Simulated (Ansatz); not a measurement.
# CHBClI (SMILES ClB=CI): functionals against CCSD(T) at one geometry

Aim: energy, forces and dipole at a structure displaced at random from a GFN2-xTB minimum, from CCSD(T) and from density functionals.

Program: Ansatz 0.2.0, Gaussian basis. Level of theory: single points in def2-TZVPP. These are calculated values, not measurements.

Cores are frozen in the correlated methods. Filled d shells of the heavier atoms are correlated. Core potentials replace the inner electrons past krypton, and spin-orbit coupling is left out.

## (1) The starting structure

5 atoms, charge 0, spin multiplicity 1.

Atoms are counted from 1 here; the program's logs count them from 0.

Bond lengths: Cl1–B2 1.693 Å, B2–C3 1.429 Å, C3–I4 2.192 Å, C3–H5 1.093 Å. Angles: Cl1–B2–C3 174.8°, B2–C3–I4 117.7°, B2–C3–H5 129.0°, I4–C3–H5 113.2°.

Geometry (Å):

```mol
CHBClI
  3D, bonds by distance, orders not assigned

  5  4  0  0  0  0  0  0  0  0999 V2000
   -1.0191   -1.3638    1.9184 Cl  0  0
   -0.4897   -0.5473    0.5332 B   0  0
    0.0776    0.1231   -0.5943 C   0  0
    1.5190    1.7279   -0.2065 I   0  0
   -0.1323   -0.0202   -1.6570 H   0  0
  1  2  8  0
  2  3  8  0
  3  4  8  0
  3  5  8  0
M  END
```

## (2) CCSD(T)/def2-TZVPP

The input, run/in.yaml:

```yaml
crystal:
  periodic: [false, false, false]
  atoms:
    - {symbol: Cl, position_ang: [-1.019100, -1.363800, 1.918400]}
    - {symbol: B, position_ang: [-0.489700, -0.547300, 0.533200]}
    - {symbol: C, position_ang: [0.077600, 0.123100, -0.594300]}
    - {symbol: I, position_ang: [1.519000, 1.727900, -0.206500]}
    - {symbol: H, position_ang: [-0.132300, -0.020200, -1.657000]}
basis:
  gaussian: {orbitals: def2-TZVPP}
correlation: {method: ccsd_t}
output: {forces: true}
```

No record of the launch command was kept for these runs.

## (3) PBE0-D4/def2-TZVPP

Changes to run/in.yaml since step 2:

```diff
@@ -10,3 +10,3 @@
   gaussian: {orbitals: def2-TZVPP}
-correlation: {method: ccsd_t}
-output: {forces: true}
+hamiltonian: {xc: pbe0, dispersion: d4}
+output: {forces: true, orbitals: {seedname: orbitals}}
```

## (4) wB97M-V/def2-TZVPP

Changes to run/in.yaml since step 3:

```diff
@@ -10,3 +10,3 @@
   gaussian: {orbitals: def2-TZVPP}
-hamiltonian: {xc: pbe0, dispersion: d4}
-output: {forces: true, orbitals: {seedname: orbitals}}
+hamiltonian: {xc: {name: wB97M-V}}
+output: {forces: true}
```

## (5) r2SCAN-D4/def2-TZVPP

Changes to run/in.yaml since step 4:

```diff
@@ -10,3 +10,3 @@
   gaussian: {orbitals: def2-TZVPP}
-hamiltonian: {xc: {name: wB97M-V}}
+hamiltonian: {xc: r2scan, dispersion: d4}
 output: {forces: true}
```

## (6) PBE-D4/def2-TZVPP

Changes to run/in.yaml since step 5:

```diff
@@ -10,3 +10,3 @@
   gaussian: {orbitals: def2-TZVPP}
-hamiltonian: {xc: r2scan, dispersion: d4}
+hamiltonian: {xc: pbe, dispersion: d4}
 output: {forces: true}
```

## (7) BHLYP-D4/def2-TZVPP

Changes to run/in.yaml since step 6:

```diff
@@ -10,3 +10,3 @@
   gaussian: {orbitals: def2-TZVPP}
-hamiltonian: {xc: pbe, dispersion: d4}
+hamiltonian: {xc: {name: BHLYP}, dispersion: d4}
 output: {forces: true}
```

## (8) r2SCAN0-D4/def2-TZVPP

Changes to run/in.yaml since step 7:

```diff
@@ -10,3 +10,3 @@
   gaussian: {orbitals: def2-TZVPP}
-hamiltonian: {xc: {name: BHLYP}, dispersion: d4}
+hamiltonian: {xc: {name: r2SCAN0}, dispersion: d4}
 output: {forces: true}
```

(Steps that only read results are left out.)

**Question.** What will these runs give? Wanted: energy less free atoms, CCSD(T)/def2-TZVPP; RMS force component; RMS force error; HOMO and LUMO, PBE0-D4; T1 diagnostic.

As calculated:

```
                                  quantity                                                                                               value
energy less free atoms, CCSD(T)/def2-TZVPP                                                                                      -1583.5 kJ/mol
                       RMS force component                                                                0.598 to 0.869 eV/Å over the methods
                           RMS force error  PBE0-D4 0.176, wB97M-V 0.218, r2SCAN-D4 0.151, PBE-D4 0.126, BHLYP-D4 0.323, r2SCAN0-D4 0.221 eV/Å
                    HOMO and LUMO, PBE0-D4                                                                                  -6.31 and -2.55 eV
                             T1 diagnostic                                                                                               0.012
```

**Reading.** Against CCSD(T) the functionals' energies less atoms differ by -148.1 to +19.6 kJ/mol, PBE-D4 by -148.1 kJ/mol. A larger basis would deepen the CCSD(T) value, while the functionals are nearly converged already, so the order here is not reliable. The forces of PBE-D4 come nearest to CCSD(T), those of BHLYP-D4 are farthest. Frozen-core CCSD(T) forces in triple zeta carry basis errors of their own, and this is one geometry, so small gaps rank nothing.
